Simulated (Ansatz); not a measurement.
Write a Python script for the Ansatz DFT code, driven from Python that makes a ladder of methods at one geometry of C2H8NSb, SMILES C[CH](N)[SbH2]. Settings (for the species named): PBE, def2-SVP basis, multiplicity 1. The script varies functional: pbe, lc_wpbe, b3lyp, blyp.

```xyz
12

C    -0.9411    0.7012    0.2103
C     0.4355    0.3797   -0.1936
N     1.2670    0.3873    0.9722
Sb    0.5673   -1.5558   -1.1686
H    -1.6300    0.7738   -0.7239
H    -1.0072    1.7609    0.6823
H    -1.3742   -0.0036    0.9085
H     0.8505    1.1551   -0.9250
H     2.2828    0.2192    0.7105
H     1.0279   -0.4153    1.6219
H    -0.9019   -1.1761   -2.1583
H    -0.4997   -2.2816    0.0978
```

`methods_c2h8nsb.py`
```python
from pathlib import Path
import logging
import sys
import warnings

import ansatz
from ase import Atoms
import numpy as np

logging.basicConfig(stream=sys.stdout, format="%(levelname)s:%(name)s:%(message)s")
logger = logging.getLogger("calc")
logger.setLevel(logging.INFO)

warnings.simplefilter("ignore", ansatz.DeckWarning)

atoms = Atoms(["C", "C", "N", "Sb", "H", "H", "H", "H", "H", "H", "H", "H"], positions=[
    (-0.9411, 0.7012, 0.2103),
    (0.4355, 0.3797, -0.1936),
    (1.267, 0.3873, 0.9722),
    (0.5673, -1.5558, -1.1686),
    (-1.63, 0.7738, -0.7239),
    (-1.0072, 1.7609, 0.6823),
    (-1.3742, -0.0036, 0.9085),
    (0.8505, 1.1551, -0.925),
    (2.2828, 0.2192, 0.7105),
    (1.0279, -0.4153, 1.6219),
    (-0.9019, -1.1761, -2.1583),
    (-0.4997, -2.2816, 0.0978),
])
geometry = ansatz.Crystal.molecule_from_ase(atoms)

calculation = geometry.calculation().basis(gaussian="def2-SVP")

logger.info("functional    E (Ha)        dipole (D)   HOMO (eV)  LUMO (eV)")
for name in ["pbe", "lc_wpbe", "b3lyp", "blyp"]:
    report = calculation.functional(name).forces().orbitals().run(threads=1, runs_dir="runs").report
    lines = Path(report["orbitals_path"]).read_text().splitlines()
    field_of = lambda key: [line.split("=")[1].strip() for line in lines if line.startswith(key)]
    orbitals = [(27.211386 * float(e), s, float(n)) for e, s, n in zip(field_of("Ene="), field_of("Spin="), field_of("Occup="))]
    homo = max(e for e, _, n in orbitals if n > 0.5)
    lumo = min(e for e, _, n in orbitals if n < 0.5)
    dipole = 4.803205 * np.linalg.norm(report["charge_distribution"]["dipole_moment_e_ang"])
    logger.info(f"{name:10s} {report['free_energy_ev'] / 27.211386246:14.6f} {dipole:9.3f} {homo:11.3f} {lumo:10.3f}")
```

```console
$ python methods_c2h8nsb.py
INFO:calc:functional    E (Ha)        dipole (D)   HOMO (eV)  LUMO (eV)
INFO:calc:pbe           -375.689319     0.858      -4.868     -1.203
INFO:calc:lc_wpbe       -375.829192     0.773      -8.670      1.641
INFO:calc:b3lyp         -375.960614     0.915      -5.878     -0.660
INFO:calc:blyp          -375.743637     0.962      -4.713     -1.096
```

Reading the output:
- Total energies depend on the basis set; only differences at equal settings carry meaning.
- The geometry is a force-field or estimated start, not a minimum of this method, and the basis set is short of its limit. A lower total doesn't mark the better method: functionals have no common bound, and MP2 and coupled cluster aren't variational.
- def2 sets replace the cores of elements past krypton by effective core potentials.
- b3lyp holds the VWN-RPA fit, as in Gaussian; the form of ORCA and Turbomole is b3lyp5.
- Levels such as HOMO and LUMO are orbital energies: with these approximate functionals they aren't the ionisation energy and electron affinity, and their gap isn't the fundamental gap.
- It ran for 20 s on 1 thread of Arm Neoverse V1, with other jobs on the host, peak memory 0.31 GiB.
